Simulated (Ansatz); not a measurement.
Run this with the Python package of Ansatz (0.2.0) and show what comes out.

Input file `c4h8.xyz`:
```text
12

C    -0.86230    0.28410   -0.47420
C    -0.37930    0.30000    0.96000
C     0.97250   -0.03610    0.34870
C     0.32470   -0.60830   -0.85480
H    -0.84270    1.30600   -0.98160
H    -1.91700   -0.05660   -0.63080
H    -0.77430   -0.49690    1.57890
H    -0.39950    1.26300    1.50270
H     1.61710    0.85980    0.16680
H     1.61210   -0.74600    0.95600
H    -0.00790   -1.68130   -0.72850
H     0.73370   -0.44290   -1.80930
```

The script, `c4h8_bde.py`:
```python
"""Cost of removing each kind of hydrogen from C4H8, fragments frozen."""

import ansatz as az


def energy(molecule, charge=0, unpaired=0):
    calc = molecule.calculation().basis(gaussian="cc-pVDZ").correlation("mp2")
    if charge:
        calc = calc.charge(charge)
    if unpaired:
        calc = calc.spin("collinear", total=unpaired)
    return calc.run().report["free_energy_ev"]

def without(molecule, index):
    rest = az.Crystal.molecule()
    for i, site in enumerate(molecule.cartesian_sites):
        if i != index:
            rest = rest.atom(site.symbol, site.position_ang)
    return rest

system = az.Crystal.molecule_from_extxyz("c4h8.xyz")

whole = energy(system, 0)
hydrogen = energy(az.Crystal.molecule().atom("H", (0, 0, 0)), 0, 1)
print(f"E(molecule) = {whole:.5f} eV, E(H) = {hydrogen:.5f} eV")
for index in [11]:
    radical = energy(without(system, index), 0, 1)
    print(f"H{index}: homolysis {23.060548 * (radical + hydrogen - whole):.1f} kcal/mol")
    anion = energy(without(system, index), -1)
    print(f"H{index}: loss of a proton {23.060548 * (anion - whole):.1f} kcal/mol")
```

```console
$ python c4h8_bde.py
E(molecule) = -4263.01006 eV, E(H) = -13.58606 eV
H11: homolysis 109.0 kcal/mol
H11: loss of a proton 437.9 kcal/mol
```

Caveats:
- Total energies depend on the basis set; only differences at equal settings carry meaning.
- The geometry is a force-field or estimated start, not a minimum of this method, and the basis set is short of its limit. All parts are taken at fixed geometry, without zero-point energy.
- Anions want diffuse functions, which this basis lacks.
- Finished in 2.9 s on 1 thread of Arm Neoverse V2 (shared host), peak memory 0.22 GiB.

(Lines on the test bed's own set-up are left out of the output.)
